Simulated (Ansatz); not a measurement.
# H₄InOSSi radical: how energies converge with the basis set

How large a basis does H₄InOSSi radical need? Two functionals are run in growing sets.

The runs use Ansatz 0.2.0, Gaussian basis; one geometry, several basis sets.

Levels to be run: PBE0-D4/def2-SVP; ωB97M-V/def2-SVP; PBE0-D4/def2-QZVPP; ωB97M-V/def2-QZVPP; the functionals' def2-TZVPP values are taken from earlier runs.

### 1 The relaxed structure

All runs share one geometry, relaxed beforehand with PBE0-D4 in a triple-zeta def2 set. In takes the def2 core potential; no spin-orbit term is included.

SMILES `[SiH3][O][In][SH]`, 8 atoms, charge 0, spin multiplicity 2.

Atoms are counted from 1 here; the program's logs count them from 0.

Bond lengths: Si1–O2 1.592 Å, Si1–H5 1.491 Å, Si1–H6 1.626 Å, Si1–H7 1.490 Å, O2–In3 2.118 Å, In3–S4 3.155 Å, S4–H8 1.344 Å. Angles: O2–Si1–H5 115.5°, O2–Si1–H6 105.3°, O2–Si1–H7 115.7°, H5–Si1–H6 104.1°, H5–Si1–H7 110.3°, H6–Si1–H7 104.4°, Si1–O2–In3 130.9°, O2–In3–S4 80.3°, In3–S4–H8 92.1°.

### 2 PBE0-D4 in def2-SVP

in.yaml reads:

```yaml
crystal:
  periodic: [false, false, false]
  atoms:
    - {symbol: Si, position_ang: [0.721830, 0.833119, 0.276501]}
    - {symbol: O, position_ang: [1.503516, -0.479707, -0.169996]}
    - {symbol: In, position_ang: [0.808148, -2.272008, -1.057769]}
    - {symbol: S, position_ang: [-1.928525, -0.732734, -0.750072]}
    - {symbol: H, position_ang: [0.663608, 1.077900, 1.745752]}
    - {symbol: H, position_ang: [-0.826828, 0.573840, -0.144201]}
    - {symbol: H, position_ang: [1.096749, 2.083032, -0.442411]}
    - {symbol: H, position_ang: [-2.038498, -1.083452, 0.542205]}
basis:
  gaussian: {orbitals: def2-SVP}
magnetization: {spin_polarized: true, initial_magnetization: 1}
hamiltonian: {xc: pbe0, dispersion: d4}
output: {orbitals: {seedname: orbitals}}
```

Command:

```console
$ ansatz run in.yaml --threads 2 --pin off --events-out ev --progress --plain --max-ram 22528MiB --backend cpu
```

After this run come: ωB97M-V in def2-SVP; PBE0-D4 in def2-QZVPP; ωB97M-V in def2-QZVPP.

Before running them: what should the planned runs give, taken together? Wanted: PBE0-D4: double and triple zeta above quadruple; ωB97M-V: double and triple zeta above quadruple.

The runs gave:

| quantity | value |
| --- | --- |
| PBE0-D4: double and triple zeta above quadruple | 10.20, 0.77 eV |
| ωB97M-V: double and triple zeta above quadruple | 10.22, 0.73 eV |

In words: For PBE0-D4 the step from double to triple zeta gains 9.43 eV and the next only 0.77 eV. Total energies overstate the basis error of differences, where much of it tends to cancel.
